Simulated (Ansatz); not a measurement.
# C2H5ClF2Si: a ladder of functionals and wavefunction methods

The task here is to estimate one member of a computed series from the others.

Program: Ansatz 0.2.0, Gaussian basis. Level of theory: functionals in def2-TZVPP, the program's frozen cores in correlated methods. These are calculated values, not measurements.

Levels to be run: LDA (SPW92), PBE-D4, revPBE-D4, BLYP-D4, r2SCAN-D4, B97M-V, PBE0-D4, B3LYP-D4, r2SCANh-D4, r2SCAN0-D4, HSE06-D4, BHLYP-D4, CAM-B3LYP-D4, LC-ωPBE, ωB97X-V, ωB97M-V, B2PLYP, PBE-QIDH; CCSD(T)/def2-SVP; CCSD(T)/def2-TZVPP; MP2/def2-QZVPP; extrapolation to the limit; RPA on PBE.

### The geometry

The geometry comes from an earlier relaxation with PBE0-D4 in a triple-zeta def2 set; it is a stationary point, not always the lowest conformer.

SMILES `FC[SiH](F)CCl`, 11 atoms, charge 0, spin multiplicity 1.

Atoms are counted from 1 here; the program's logs count them from 0.

Bond lengths: F1–C2 1.392 Å, C2–Si3 1.881 Å, C2–H7 1.095 Å, C2–H8 1.095 Å, Si3–F4 1.601 Å, Si3–C5 1.870 Å, Si3–H9 1.481 Å, C5–Cl6 1.788 Å, C5–H10 1.090 Å, C5–H11 1.090 Å. Angles: F1–C2–Si3 109.8°, F1–C2–H7 108.3°, F1–C2–H8 108.4°, Si3–C2–H7 111.4°, Si3–C2–H8 110.9°, H7–C2–H8 107.9°, C2–Si3–F4 109.0°, C2–Si3–C5 109.9°, C2–Si3–H9 110.3°, F4–Si3–C5 108.2°, F4–Si3–H9 108.5°, C5–Si3–H9 110.9°, Si3–C5–Cl6 106.1°, Si3–C5–H10 112.3°, Si3–C5–H11 113.2°, Cl6–C5–H10 107.9°, Cl6–C5–H11 108.0°, H10–C5–H11 109.1°.

Set-up of the first run:

Input file in.yaml:

```yaml
crystal:
  periodic: [false, false, false]
  atoms:
    - {symbol: F, position_ang: [-1.219183, -1.252318, 1.286307]}
    - {symbol: C, position_ang: [-1.443625, -0.580656, 0.087461]}
    - {symbol: Si, position_ang: [-0.145948, 0.761360, -0.143932]}
    - {symbol: F, position_ang: [-0.370702, 1.899476, 0.959531]}
    - {symbol: C, position_ang: [1.562989, 0.041212, 0.097335]}
    - {symbol: Cl, position_ang: [1.810109, -1.111467, -1.247059]}
    - {symbol: H, position_ang: [-2.454405, -0.159238, 0.113460]}
    - {symbol: H, position_ang: [-1.402854, -1.308694, -0.729397]}
    - {symbol: H, position_ang: [-0.276726, 1.376158, -1.485395]}
    - {symbol: H, position_ang: [1.651126, -0.511337, 1.032690]}
    - {symbol: H, position_ang: [2.354617, 0.788503, 0.049598]}
basis:
  gaussian: {orbitals: def2-TZVPP}
hamiltonian: {xc: lda}
output: {orbitals: {seedname: orbitals}}
```

Steps of the session up to this table: LDA; PBE-D4 (GGA); revPBE-D4 (GGA); BLYP-D4 (GGA); r2SCAN-D4 (meta-GGA); B97M-V (meta-GGA); PBE0-D4 (hybrid); B3LYP-D4 (hybrid); r2SCANh-D4 (hybrid); r2SCAN0-D4 (hybrid); HSE06-D4 (hybrid); BHLYP-D4 (hybrid); CAM-B3LYP-D4 (range-separated); LC-ωPBE (range-separated); ωB97X-V (range-separated); ωB97M-V (range-separated); B2PLYP (double hybrid); PBE-QIDH (double hybrid).

One table of the session follows, with a row left open; its other results are not shown here.

It belongs to the step «Frontier levels by functional». 

```
  functional  HOMO (eV)  gap (eV)
 LDA (SPW92)      -7.13      5.73
      PBE-D4      -6.98      5.85
   revPBE-D4      -6.92      5.90
     BLYP-D4      -6.86      5.85
   r2SCAN-D4      -7.29      6.48
      B97M-V      -7.41      6.55
     PBE0-D4      -8.38      8.27
    B3LYP-D4          ?         ?
  r2SCANh-D4      -7.81      7.37
  r2SCAN0-D4      -8.59      8.67
    HSE06-D4      -7.98      7.48
    BHLYP-D4      -9.68     10.54
CAM-B3LYP-D4      -9.79     10.72
     LC-ωPBE     -11.16     13.37
     ωB97X-V     -10.80     12.84
     ωB97M-V     -10.64     12.40
```

Estimate the missing values for B3LYP-D4.

Worked estimate for «HOMO (eV)». Against the share of exact exchange, BLYP-D4 (0, -6.86), BHLYP-D4 (0.5, -9.68) give a slope of -5.64 per unit share; at 0.2 the line stands at -7.99.

**Answer.** HOMO (eV): -8.15; gap (eV): 7.77. In «HOMO (eV)» the line misses by +0.16.
